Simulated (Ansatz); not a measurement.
# AlBrF2H2O2: the cost of one run

Program: Ansatz 0.2.0. Level of theory: RKS PBE/def2-SVP. These are calculated values, not measurements.

### Step 1. The structure to begin with

Bond lengths: Al1–Br2 2.813 Å, Al1–F3 1.646 Å, Al1–F4 1.637 Å, Al1–O6 2.188 Å, Al1–O7 1.878 Å, O6–O7 1.422 Å, O7–H8 0.971 Å. Angles: Br2–Al1–F3 117.8°, Br2–Al1–F4 102.5°, Br2–Al1–O6 75.4°, Br2–Al1–O7 85.3°, F3–Al1–F4 120.5°, F3–Al1–O6 135.8°, F3–Al1–O7 96.6°, F4–Al1–O6 93.8°, F4–Al1–O7 130.2°, O6–Al1–O7 40.0°, Al1–O6–O7 58.2°, Al1–O7–O6 81.8°, Al1–O7–H8 171.5°, O6–O7–H8 106.6°.

Coordinates:

```xyz
8

Al   -0.0243   -0.9629    0.2373
Br    0.9441   -0.0355   -2.2352
F    -1.3952   -1.8747    0.2323
F     1.3352   -1.5095    0.9678
H     0.9984    1.0371   -0.5581
O     0.4575    1.1425    0.5874
O    -0.8762    0.7072    0.3538
H    -1.4396    1.4957    0.4147
```

### Step 2. A restrained relaxation towards end A

Springs on the bonds that form and break draw the guess towards this end; the thresholds are loose.

Input file input.yaml:

```yaml
crystal:
  periodic: [false, false, false]
  atoms:
    - { symbol: Al, position_ang: [-0.0243, -0.9629, 0.2373] }
    - { symbol: Br, position_ang: [0.9441, -0.0355, -2.2352] }
    - { symbol: F, position_ang: [-1.3952, -1.8747, 0.2323] }
    - { symbol: F, position_ang: [1.3352, -1.5095, 0.9678] }
    - { symbol: H, position_ang: [0.9984, 1.0371, -0.5581] }
    - { symbol: O, position_ang: [0.4575, 1.1425, 0.5874] }
    - { symbol: O, position_ang: [-0.8762, 0.7072, 0.3538] }
    - { symbol: H, position_ang: [-1.4396, 1.4957, 0.4147] }
basis:
  gaussian: { orbitals: def2-SVP }
hamiltonian:
  xc: pbe
relax:
  f_tol: 0.15
  max_steps: 25
  restrain:
    - { distance: [0, 5], at: 3.17, k: 30.0 }
    - { distance: [4, 1], at: 2.81, k: 30.0 }
    - { distance: [0, 1], at: 2.41, k: 30.0 }
    - { distance: [4, 5], at: 0.97, k: 30.0 }
```

The run is started by

```bash
> ansatz run input.yaml --threads 2 --pin off --max-ram 3072MiB --backend cpu --events-out ev --progress --plain --runs-dir out
```

**Question.** How long does this run take on 2 threads of Arm Neoverse V1, shared host, and how much memory does it need?

About 26 s, with a peak of 0.16 GiB.
